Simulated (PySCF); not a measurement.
# The bond of KAs, level by level

An exercise on one series of results from a longer session: the logs are not shown, and one member is left open.

The runs use PySCF 2.14.0; K def2-SVP, As def2-SVP, no relativity.

The first run:

The job is set up so:

* atoms: K, As
* charge: 0
* basis: K def2-SVP, As def2-SVP
* Hamiltonian: no relativity
* basis functions: 56
* electrons treated: 52
* masses in u: 38.9637, 74.9216
* levels: PBE0, PBE, r²SCAN, B3LYP, B97-3, B2PLYP, LC-ωPBE, HF, MP2, SCS-MP2, CCSD, CCSD(T)
* grid: 80 radial by 434 angular points
* occupations: held fixed by the projection of orbital angular momentum
* dissociation limit: K + As, each in its ground configuration
* starting distance in angstrom: 3.120
* values of 2S to try: 0, 2, 4

Run with:

```bash
> OMP_NUM_THREADS=1 python dia.py task.json out
```

Among the steps run: The job; PBE0 along the bond; Higher solutions at PBE0; PBE; r²SCAN; B3LYP (global hybrid GGA); B97-3 (global hybrid GGA); B2PLYP (double hybrid); LC-ωPBE (range-separated hybrid); UHF (mean field); Adding correlation.

One of the session's tables, all rows but one given; the rest of the session is left out.

| level | Re (Å) | ωe (cm⁻¹) | De (eV) | μ (D) |
| --- | --- | --- | --- | --- |
| UHF | 3.243 | 138.9 | 0.157 | -10.24 |
| UHF-CCSD | 3.225 | 144.7 | 0.64 | n/a |
| UHF-CCSD(T) | 3.226 | 149.3 | 0.68 | n/a |
| PBE | ? | ? | ? | ? |
| r²SCAN | 3.170 | 157.2 | 1.23 | -8.82 |
| B3LYP | 3.167 | 158.4 | 1.21 | -8.10 |
| PBE0 | 3.147 | 161.2 | 1.15 | -8.73 |
| B97-3 | 3.164 | 163.7 | 1.27 | -9.28 |
| LC-ωPBE | 3.108 | 174.2 | 1.15 | -10.49 |
| B2PLYP | 3.170 | 160.0 | 1.04 | -9.06 |

**Question.** Estimate the row for PBE.

As computed: Re (Å): 3.168; ωe (cm⁻¹): 153.7; De (eV): 1.24; μ (D): -7.53. In the column «Re (Å)» it lies between B3LYP (3.167) and r²SCAN (3.170).

De is counted to K + As in their ground configurations.
